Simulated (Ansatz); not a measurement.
B2P:

```
B P
1.0
     1.51512    0.87475    3.92488
    -1.51512    0.87475    3.92488
     0.00000   -1.74950    3.92488
B P
2 1
Direct
  0.42934 0.42934 0.42934
  0.57066 0.57066 0.57066
  0.00000 0.00000 0.00000
```

The cell was built by a generator and needn't be a form met in nature.

Base run:

```yaml
Program: Ansatz 0.2.0
Functional: revPBE
Potentials_or_basis: Ansatz PAW
Cutoff: 420 eV
Density_cutoff: 1680 eV
k_mesh: 10 × 10 × 10
Occupations: fermi-dirac, width 0.05 eV
Spin: no spin polarisation
```

Its results: band gap on the k mesh none (metal or under the smearing width); pressure 1.8 GPa; largest force 0.051 eV/Å.

Problem. After a change of settings the same cell gave: band gap on the k mesh none (metal or under the smearing width); pressure -3.2 GPa; largest force 0.049 eV/Å. Which change was it?
A. functional from revPBE to LDA
B. functional from revPBE to PBEsol
C. functional from revPBE to BLYP
D. functional from revPBE to RPBE

Solution. B.

PBEsol binds more tightly than revPBE, so the same cell stands under less pressure.

Caveats: the PAW data sets come from PBE, with cores solved anew for the run's functional, which leaves a small shift of forces and pressure; the potentials were made for another functional, which shifts forces and pressure (some runs).

Not every run made on this cell is shown here.
